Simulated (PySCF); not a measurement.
# F3H3NYb (Yb(F)3(NH3)): the cost of one run

Method: several levels, as the steps say, no spin–orbit coupling; program: PySCF 2.14.0.

1 further run of the same task is left out (for a known fault of the program).

### Step 1. Starting geometry

8 atoms, charge 0, spin multiplicity 1.

Bond lengths: Yb1–F2 1.989 Å, Yb1–F3 1.989 Å, Yb1–F4 1.989 Å, Yb1–N5 2.434 Å, N5–H6 1.022 Å, N5–H7 1.022 Å, N5–H8 1.022 Å. Angles: F2–Yb1–F3 118.2°, F2–Yb1–F4 118.2°, F2–Yb1–N5 97.7°, F3–Yb1–F4 118.2°, F3–Yb1–N5 97.7°, F4–Yb1–N5 97.7°, Yb1–N5–H6 112.3°, Yb1–N5–H7 112.3°, Yb1–N5–H8 112.3°, H6–N5–H7 106.6°, H6–N5–H8 106.6°, H7–N5–H8 106.6°.

Coordinates:

```tsv
atom	x (Å)	y (Å)	z (Å)
Yb1	0.09047	-0.09047	0.09047
F2	1.04929	1.36443	1.04929
F3	-1.36443	-1.04929	1.04929
F4	1.04929	-1.04929	-1.36443
N5	-1.31501	1.31501	-1.31501
H6	-1.92472	1.92472	-0.76605
H7	-0.76605	1.92472	-1.92472
H8	-1.92472	0.76605	-1.92472
```

Formal oxidation states: Yb +3. Each metal's 13 4f electrons lie in its core potential, so multiplicities, spins and levels count the valence alone. An earlier session relaxed this geometry at PBE0, Yb lcecp-1-SVP with ECP59, F def2-SVP, N def2-SVP, H def2-SVP (singlet, point group C3v).

At PBE0 on the finer grid: E = -395.170127 Eh, HOMO -9.62 eV, LUMO -0.76 eV, Mulliken charge on Yb1 +1.14 e, largest force component 0.003 eV/Å. 

Levels to run: M06-L; B3LYP; PBE0, TZVP. Hardware: 2 threads of Arm Neoverse V2, shared host.

### Step 2. M06-L

run.py (the lines that set the calculation)

```python
mol = gto.M(atom='''
Yb     0.09047    -0.09047     0.09047
F      1.04929     1.36443     1.04929
F     -1.36443    -1.04929     1.04929
F      1.04929    -1.04929    -1.36443
N     -1.31501     1.31501    -1.31501
H     -1.92472     1.92472    -0.76605
H     -0.76605     1.92472    -1.92472
H     -1.92472     0.76605    -1.92472''',
    basis={'Yb': 'lcecp-1-SVP', 'F': 'def2-SVP', 'N': 'def2-SVP', 'H': 'def2-SVP'},
    ecp={'Yb': 'lcecp-1-SVP'},
    charge=0, spin=0)
mf = dft.RKS(mol, xc='M06L')
mf.grids.atom_grid = (75, 302)  # f atoms: unpruned, at least (60, 302)
mf = mf.density_fit()  # fitting sets: Yb AutoAux, F def2-universal-JKFIT, N def2-universal-JKFIT, H def2-universal-JKFIT
mf.conv_tol = 1e-08; mf.max_cycle = 55
mf.kernel(dm0)  # dm0: the density of the relaxed state
```

Launch:

```sh
OMP_NUM_THREADS=2 python run.py
```

**Question.** How long does this run take on 2 threads of Arm Neoverse V2, shared host?

About 7.7 s.
